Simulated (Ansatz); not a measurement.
# C2H6OSi: one species, many methods

One table from this session's results is given with a row withheld; the runs are named, their logs left out.

Computed with Ansatz 0.2.0, Gaussian basis. Level: functionals in def2-TZVPP, the program's frozen cores in correlated methods.

Levels to be run: LDA (SPW92), PBE-D4, revPBE-D4, BLYP-D4, r2SCAN-D4, B97M-V, PBE0-D4, B3LYP-D4, r2SCANh-D4, r2SCAN0-D4, HSE06-D4, BHLYP-D4, CAM-B3LYP-D4, LC-ωPBE, ωB97X-V, ωB97M-V, B2PLYP, PBE-QIDH; CCSD(T)/def2-SVP; CCSD(T)/def2-TZVPP; MP2/def2-QZVPP; extrapolation to the limit; RPA on PBE.

### Structure used throughout

All runs share one geometry, relaxed beforehand with PBE0-D4 in a triple-zeta def2 set.

SMILES `CC[Si]O`, 10 atoms, charge 0, spin multiplicity 1.

Atoms are counted from 1 here; the program's logs count them from 0.

Bond lengths: C1–C2 1.522 Å, C1–H5 1.095 Å, C1–H6 1.093 Å, C1–H7 1.095 Å, C2–Si3 1.914 Å, C2–H8 1.100 Å, C2–H9 1.101 Å, Si3–O4 1.654 Å, O4–H10 0.963 Å. Angles: C2–C1–H5 111.6°, C2–C1–H6 112.4°, C2–C1–H7 111.6°, H5–C1–H6 106.6°, H5–C1–H7 107.6°, H6–C1–H7 106.6°, C1–C2–Si3 119.6°, C1–C2–H8 110.9°, C1–C2–H9 110.9°, Si3–C2–H8 105.3°, Si3–C2–H9 105.2°, H8–C2–H9 103.6°, C2–Si3–O4 102.3°, Si3–O4–H10 118.6°.

The first run:

File in.yaml:

```yaml
crystal:
  periodic: [false, false, false]
  atoms:
    - {symbol: C, position_ang: [0.080032, 0.881368, -0.453338]}
    - {symbol: C, position_ang: [-0.715846, 0.060612, 0.550686]}
    - {symbol: Si, position_ang: [-0.178597, -1.735301, 0.939292]}
    - {symbol: O, position_ang: [1.139482, -1.927535, -0.041575]}
    - {symbol: H, position_ang: [0.087696, 0.412371, -1.442790]}
    - {symbol: H, position_ang: [-0.329362, 1.885898, -0.587385]}
    - {symbol: H, position_ang: [1.120920, 1.006731, -0.137653]}
    - {symbol: H, position_ang: [-0.760240, 0.568173, 1.525956]}
    - {symbol: H, position_ang: [-1.771465, -0.013506, 0.248445]}
    - {symbol: H, position_ang: [1.410378, -1.189913, -0.598735]}
basis:
  gaussian: {orbitals: def2-TZVPP}
hamiltonian: {xc: lda}
output: {orbitals: {seedname: orbitals}}
```

On the command line:

```console
$ ansatz run in.yaml --threads 4 --pin off --events-out ev --progress --plain --max-ram 10444MiB
```

Among the steps run: LDA; PBE-D4 (GGA); revPBE-D4 (GGA); BLYP-D4 (GGA); r2SCAN-D4 (meta-GGA); B97M-V (meta-GGA); PBE0-D4 (hybrid); B3LYP-D4 (hybrid); r2SCANh-D4 (hybrid); r2SCAN0-D4 (hybrid); HSE06-D4 (hybrid); BHLYP-D4 (hybrid); CAM-B3LYP-D4 (range-separated); LC-ωPBE (range-separated); ωB97X-V (range-separated); ωB97M-V (range-separated); B2PLYP (double hybrid); PBE-QIDH (double hybrid).

One table of the session follows, with a row left open; its other results are not shown here.

It belongs to the step «Orbital energies across the functionals». 

| functional | HOMO (eV) | LUMO (eV) | gap (eV) |
| --- | --- | --- | --- |
| LDA (SPW92) | -5.22 | -2.48 | 2.73 |
| PBE-D4 | -5.13 | -2.32 | 2.81 |
| revPBE-D4 | -5.09 | -2.25 | 2.84 |
| BLYP-D4 | ? | ? | ? |
| r2SCAN-D4 | -5.32 | -2.19 | 3.12 |
| B97M-V | -5.40 | -2.15 | 3.25 |
| PBE0-D4 | -6.20 | -1.48 | 4.72 |
| B3LYP-D4 | -6.03 | -1.67 | 4.36 |
| r2SCANh-D4 | -5.72 | -1.88 | 3.84 |
| r2SCAN0-D4 | -6.31 | -1.41 | 4.91 |
| HSE06-D4 | -5.80 | -1.86 | 3.94 |
| BHLYP-D4 | -7.18 | -0.55 | 6.63 |
| CAM-B3LYP-D4 | -7.50 | -0.38 | 7.12 |
| LC-ωPBE | -8.77 | 0.73 | 9.50 |
| ωB97X-V | -8.46 | 0.63 | 9.09 |
| ωB97M-V | -8.30 | 0.51 | 8.80 |

Estimate the missing values for BLYP-D4.

Worked estimate for «HOMO (eV)». Against the share of exact exchange, B3LYP-D4 (0.2, -6.03), BHLYP-D4 (0.5, -7.18) give a slope of -3.83 per unit share; at 0 the line stands at -5.26.

The run gave: HOMO (eV): -5.02; LUMO (eV): -2.19; gap (eV): 2.83. In «HOMO (eV)» the line misses by -0.24.
